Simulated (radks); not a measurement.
**Polarisabilities and dispersion coefficients of Kr, Rb⁺, Sr²⁺ and others**

One table from this session's results is given with a row withheld; the runs are named, their logs left out.

The numbers are computed with radks (a radial shooting solver on a logarithmic mesh, Libxc functionals) version 1 (scalar-relativistic Kohn-Sham, PBE, spin-unpolarised, spherical densities, finite nucleus), except any that are marked as measured or tabulated.

## Starting point

| Property | Result |
| --- | --- |
| species | Kr ([Kr]), Rb⁺ ([Kr]), Sr²⁺ ([Kr]), Zr⁴⁺ ([Kr]), Nb⁵⁺ ([Kr]), Mo⁶⁺ ([Kr]), Tc⁷⁺ ([Kr]), Ru⁸⁺ ([Kr]) |

The first run:

Input:

```text
Z 36
configuration [Kr]
relativity scalar-relativistic
functional pbe,pbe
spin unpolarised
nucleus finite rms 4.1884 fm
c 137.035999084
response adiabatic LDA kernel
```

Steps of the session up to this table: Kr, [Kr]; Rb⁺, [Kr]; Sr²⁺, [Kr]; Zr⁴⁺, [Kr]; Nb⁵⁺, [Kr]; Mo⁶⁺, [Kr]; Tc⁷⁺, [Kr]; Ru⁸⁺, [Kr].

One of the session's tables, all rows but one given; the rest of the session is left out.

| species | −ε(HOMO) (eV) | α (bohr³) | α uncoupled (bohr³) | C6 (hartree bohr⁶) | C8 (hartree bohr⁸) |
| --- | --- | --- | --- | --- | --- |
| Kr | 9.247 | 18.15 | 27.83 | 141.1 | 4596 |
| Rb⁺ | 21.651 | 9.471 | 14.84 | 57.56 | 1284 |
| Sr²⁺ | 36.517 | 5.934 | 9.380 | 29.51 | 502.8 |
| Zr⁴⁺ | 72.801 | 2.986 | 4.742 | 10.75 | 122.9 |
| Nb⁵⁺ | ? | ? | ? | ? | ? |
| Mo⁶⁺ | 117.17 | 1.782 | 2.824 | 4.943 | 41.60 |
| Tc⁷⁺ | 142.26 | 1.431 | 2.262 | 3.536 | 26.08 |
| Ru⁸⁺ | 169.23 | 1.170 | 1.845 | 2.598 | 16.96 |

**Question.** Estimate the row for Nb⁵⁺.

As computed: −ε(HOMO) (eV): 94.006; α (bohr³): 2.273; α uncoupled (bohr³): 3.607; C6 (hartree bohr⁶): 7.138; C8 (hartree bohr⁸): 69.44. In the column «−ε(HOMO) (eV)» it lies between Zr⁴⁺ (72.801) and Mo⁶⁺ (117.17).

What this shows: Uncoupled leaves out the potential induced by the response; C8 is given only where no p, d or f shell is open.
